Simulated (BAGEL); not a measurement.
# UHF/6-31G(d) (density fitting with qzvpp-jkfit, spherical functions) run of C2H7BO− (SMILES [BH2-]OCC)

What is the vertical doublet–quartet gap of C2H7BO− at UHF/6-31G* (density fitting with qzvpp-jkfit, spherical functions)? 

Program for the calculation: BAGEL 1.2.2.

1 further run of the same task is left out (set aside as unsound or not needed).

## (1) The system as given

C2H7BO−: 11 atoms, total charge -1, spin state doublet. As SMILES, `[BH2-]OCC`. Geometry: relaxed at GFN2-xTB. This is one conformer, not always the lowest.

Bond lengths: B1–O2 1.564 Å, O2–C3 1.361 Å, C3–C4 1.540 Å, B1–H5 1.232 Å, B1–H6 1.234 Å, C3–H7 1.120 Å, C3–H8 1.121 Å, C4–H9 1.089 Å, C4–H10 1.092 Å, C4–H11 1.089 Å. Some angles: B1–O2–C3 115.0°, O2–C3–C4 111.0°, O2–B1–H5 110.1°, O2–B1–H6 110.3°, O2–C3–H7 112.6°, O2–C3–H8 112.4°, C4–C3–H7 107.6°, C4–C3–H8 107.6°, C3–C4–H9 109.7°, C3–C4–H10 111.0°.

## (2) A single-point energy at UHF/6-31G(d) (density fitting with qzvpp-jkfit, spherical functions)

The input, calc.json:

```json
{ "bagel": [

{
  "title": "molecule",
  "basis": "6-31gs.json",
  "df_basis": "qzvpp-jkfit",
  "angstrom": true,
  "geometry": [
    { "atom": "B", "xyz": [      -0.115420,       2.130290,       0.381790 ] },
    { "atom": "O", "xyz": [       0.028830,       0.787350,      -0.407570 ] },
    { "atom": "C", "xyz": [      -0.059830,      -0.337950,       0.352730 ] },
    { "atom": "C", "xyz": [       0.124150,      -1.602450,      -0.507390 ] },
    { "atom": "H", "xyz": [      -1.088520,       2.762890,      -0.032610 ] },
    { "atom": "H", "xyz": [       0.941210,       2.765650,       0.340780 ] },
    { "atom": "H", "xyz": [       0.707880,      -0.367530,       1.167360 ] },
    { "atom": "H", "xyz": [      -1.047960,      -0.423810,       0.875860 ] },
    { "atom": "H", "xyz": [      -0.635850,      -1.629320,      -1.286770 ] },
    { "atom": "H", "xyz": [       0.043940,      -2.504850,       0.101880 ] },
    { "atom": "H", "xyz": [       1.101560,      -1.580270,      -0.986060 ] }
  ]
},

{ "title": "uhf", "charge": -1, "nopen": 1 },

{ "title": "print", "file": "orbitals.molden", "orbitals": true }

]}
```

The basis set 6-31G* is read from a file made from the Basis Set Exchange's data (not shown).

Launch:

```
$ BAGEL_NUM_THREADS=1 BAGEL calc.json > calc.out
```

The program printed:

```text
* using 1 threads per process

  ===============================================================
  ===============================================================

  *** Geometry ***

  { "atom" : "B", "xyz" : [     -0.218112,      4.025665,      0.721479 ] },
  { "atom" : "O", "xyz" : [      0.054481,      1.487876,     -0.770196 ] },
  { "atom" : "C", "xyz" : [     -0.113062,     -0.638633,      0.666563 ] },
  { "atom" : "C", "xyz" : [      0.234609,     -3.028192,     -0.958828 ] },
  { "atom" : "H", "xyz" : [     -2.057005,      5.221105,     -0.061624 ] },
  { "atom" : "H", "xyz" : [      1.778629,      5.226321,      0.643981 ] },
  { "atom" : "H", "xyz" : [      1.337699,     -0.694531,      2.205991 ] },
  { "atom" : "H", "xyz" : [     -1.980357,     -0.800885,      1.655136 ] },
  { "atom" : "H", "xyz" : [     -1.201582,     -3.078969,     -2.431643 ] },
  { "atom" : "H", "xyz" : [      0.083035,     -4.733480,      0.192525 ] },
  { "atom" : "H", "xyz" : [      2.081647,     -2.986278,     -1.863383 ] },

  Number of auxiliary basis functions:      428

  Since a DF basis is specified, we compute 2- and 3-index integrals:
    o Being stored without compression. Storage requirement is 0.017 GB

  Number of basis functions:       70
  Number of electrons      :       32

    * METHOD: MOLECULE                             0.25

  *** Open-shell HF ***

  === Nuclear Repulsion ===
   114.9769037057

      * DIIS with orbital gradients will be used.

  === UHF iteration (6-31gs.json) ===
      0       -179.06559114          0.04509192           0.09
      1       -179.21834606          0.02738779           0.09
      2       -179.25895867          0.01810932           0.09
      3       -179.28712259          0.00149638           0.09
      4       -179.28763690          0.00054186           0.09
      5       -179.28771646          0.00017194           0.09
      6       -179.28774252          0.00006309           0.09
      7       -179.28774886          0.00001871           0.09
      8       -179.28775028          0.00000669           0.08
      9       -179.28775069          0.00000386           0.08
     10       -179.28775082          0.00000186           0.08
     11       -179.28775087          0.00000087           0.08
     12       -179.28775088          0.00000042           0.08
     13       -179.28775088          0.00000014           0.08
     14       -179.28775088          0.00000006           0.08
     15       -179.28775088          0.00000003           0.08
     16       -179.28775088          0.00000001           0.08
     17       -179.28775088          0.00000001           0.08
    * SCF iteration converged.

    * S^2 (UHF) is 0.7547

    * Permanent dipole moment:
           (   -0.107066,     2.976858,     0.224352) a.u.

    * METHOD: UHF                                  1.69

    * METHOD: PRINT                                0.01

  ===============================================================
```

Run time: 2.2 s. Hardware: 1 thread of Intel Xeon Platinum 8259CL at 2.50GHz (Skylake/Cascade Lake), shared host; peak memory 0.089 GiB.

## (3) The quartet

The input, input.json:

```json
{ "bagel" : [

{
  "title" : "molecule",
  "basis" : "6-31gs.json",
  "df_basis" : "qzvpp-jkfit",
  "angstrom" : true,
  "geometry" : [
    { "atom" : "B", "xyz" : [   -0.115420,    2.130290,    0.381790 ] },
    { "atom" : "O", "xyz" : [    0.028830,    0.787350,   -0.407570 ] },
    { "atom" : "C", "xyz" : [   -0.059830,   -0.337950,    0.352730 ] },
    { "atom" : "C", "xyz" : [    0.124150,   -1.602450,   -0.507390 ] },
    { "atom" : "H", "xyz" : [   -1.088520,    2.762890,   -0.032610 ] },
    { "atom" : "H", "xyz" : [    0.941210,    2.765650,    0.340780 ] },
    { "atom" : "H", "xyz" : [    0.707880,   -0.367530,    1.167360 ] },
    { "atom" : "H", "xyz" : [   -1.047960,   -0.423810,    0.875860 ] },
    { "atom" : "H", "xyz" : [   -0.635850,   -1.629320,   -1.286770 ] },
    { "atom" : "H", "xyz" : [    0.043940,   -2.504850,    0.101880 ] },
    { "atom" : "H", "xyz" : [    1.101560,   -1.580270,   -0.986060 ] }
  ]
},
{
  "title" : "uhf",
  "charge" : -1,
  "nopen" : 3
},
{
  "title" : "print",
  "file" : "orbitals.molden",
  "orbitals" : true
}

]}
```

The basis set 6-31G* is read from a file made from the Basis Set Exchange's data (not shown).

Launch:

```
$ BAGEL_NUM_THREADS=1 BAGEL input.json > input.out
```

The program printed:

```text
* using 1 threads per process

  ===============================================================
  ===============================================================

  *** Geometry ***

  { "atom" : "B", "xyz" : [     -0.218112,      4.025665,      0.721479 ] },
  { "atom" : "O", "xyz" : [      0.054481,      1.487876,     -0.770196 ] },
  { "atom" : "C", "xyz" : [     -0.113062,     -0.638633,      0.666563 ] },
  { "atom" : "C", "xyz" : [      0.234609,     -3.028192,     -0.958828 ] },
  { "atom" : "H", "xyz" : [     -2.057005,      5.221105,     -0.061624 ] },
  { "atom" : "H", "xyz" : [      1.778629,      5.226321,      0.643981 ] },
  { "atom" : "H", "xyz" : [      1.337699,     -0.694531,      2.205991 ] },
  { "atom" : "H", "xyz" : [     -1.980357,     -0.800885,      1.655136 ] },
  { "atom" : "H", "xyz" : [     -1.201582,     -3.078969,     -2.431643 ] },
  { "atom" : "H", "xyz" : [      0.083035,     -4.733480,      0.192525 ] },
  { "atom" : "H", "xyz" : [      2.081647,     -2.986278,     -1.863383 ] },

  Number of auxiliary basis functions:      428

  Since a DF basis is specified, we compute 2- and 3-index integrals:
    o Being stored without compression. Storage requirement is 0.017 GB

  Number of basis functions:       70
  Number of electrons      :       32

    * METHOD: MOLECULE                             0.25

  *** Open-shell HF ***

  === Nuclear Repulsion ===
   114.9769037057

      * DIIS with orbital gradients will be used.

  === UHF iteration (6-31gs.json) ===
      0       -178.67535446          0.04461173           0.09
      1       -178.82230319          0.03870788           0.09
      2       -178.87902845          0.03032124           0.09
      3       -178.97624733          0.00472100           0.08
      4       -178.99023171          0.00339718           0.08
      5       -178.99980431          0.00234474           0.08
      6       -179.00939927          0.00104172           0.08
      7       -179.01099571          0.00094641           0.09
      8       -179.01226798          0.00063986           0.08
      9       -179.01451911          0.00049547           0.08
[... 22 lines of this table left out ...]
     32       -179.01580185          0.00000003           0.08
     33       -179.01580185          0.00000002           0.09
     34       -179.01580185          0.00000001           0.08
     35       -179.01580185          0.00000001           0.08
    * SCF iteration converged.

    * S^2 (UHF) is 3.7712

    * Permanent dipole moment:
           (   -0.227016,     0.889968,     1.124565) a.u.

    * METHOD: UHF                                  3.15

    * METHOD: PRINT                                0.01

  ===============================================================
```

Run time: 3.9 s. Hardware: 1 thread of Intel Xeon Platinum 8259CL at 2.50GHz (Skylake/Cascade Lake), shared host; peak memory 0.088 GiB.

## (4) Results

Level: UHF/6-31G* (density fitting with qzvpp-jkfit, spherical functions).

```
                                        quantity          value
                           doublet: total energy  -179.28775 Eh
                                   doublet: ⟨S²⟩          0.755
                           quartet: total energy  -179.01580 Eh
                                   quartet: ⟨S²⟩          3.771
vertical energy of the quartet above the doublet       7.400 eV
```

At this shape the quartet lies 7.40 eV (171 kcal/mol) above the doublet. For an anion a state so high probably lies above electron detachment.
